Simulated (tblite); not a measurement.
# C2H13Ge2N2P: the cost of one run

Programs: tblite 0.8.0 and PySCF 2.14.0, with density-fitted response routines of our own. Each step states its level of theory. These are calculated values for one molecule in the gas phase, unless marked as measured. Atoms are numbered from 0 throughout.

## Step 1: The starting structure

20 atoms, charge 0, multiplicity 1; geometry from: force field or distance geometry start.

Bonds of the start (Å): C0–C1 1.51, C1–Ge2 1.96, Ge2–Ge3 2.38, Ge3–N4 1.83, Ge3–N5 1.86, Ge3–P6 2.30, C0–H7 1.11, C0–H8 1.10, C0–H9 1.11, C1–H10 1.10, C1–H11 1.11, Ge2–H12 1.56, Ge2–H13 1.54, N4–H14 1.02, N4–H15 1.02, N5–H16 1.05, N5–H17 1.05, P6–H18 1.47, P6–H19 1.46.

## Step 2: Relaxing the molecule with GFN2-xTB

What the job is given:

```
{"job": {"kind": "relax", "xc": "GFN2-xTB", "basis": "xTB"}, "charge": 0, "multiplicity": 1}
C     -3.373500     0.067800    -0.131300
C     -2.041500    -0.565000    -0.440700
Ge    -0.643600     0.603000     0.289900
Ge     1.512700    -0.165800    -0.372500
N      1.620200    -1.993900    -0.402400
N      1.891000     0.597000    -2.021400
P      3.119100     0.537600     1.117000
H     -3.592400    -0.152400     0.929300
H     -3.230600     1.153200    -0.268100
H     -4.147800    -0.360400    -0.806700
H     -1.959900    -0.657300    -1.533200
H     -1.989100    -1.526800     0.107700
H     -0.950900     2.033500    -0.249300
H     -0.749000     0.526800     1.826300
H      0.755400    -2.522000    -0.299300
H      2.369500    -2.410200    -0.951900
H      2.914900     0.596200    -2.238800
H      1.577600     1.594400    -1.953900
H      2.654600     1.708600     1.866400
H      4.258200     0.946200     0.300900
```

Run with:

```
$ OMP_NUM_THREADS=1 python probes_run.py task.json out
```

The driver reads the jobs from task.json and runs them one after another.

Q: Estimate the wall time of this first job on 1 thread of Arm Neoverse N1, shared host.

About 2.8 s.
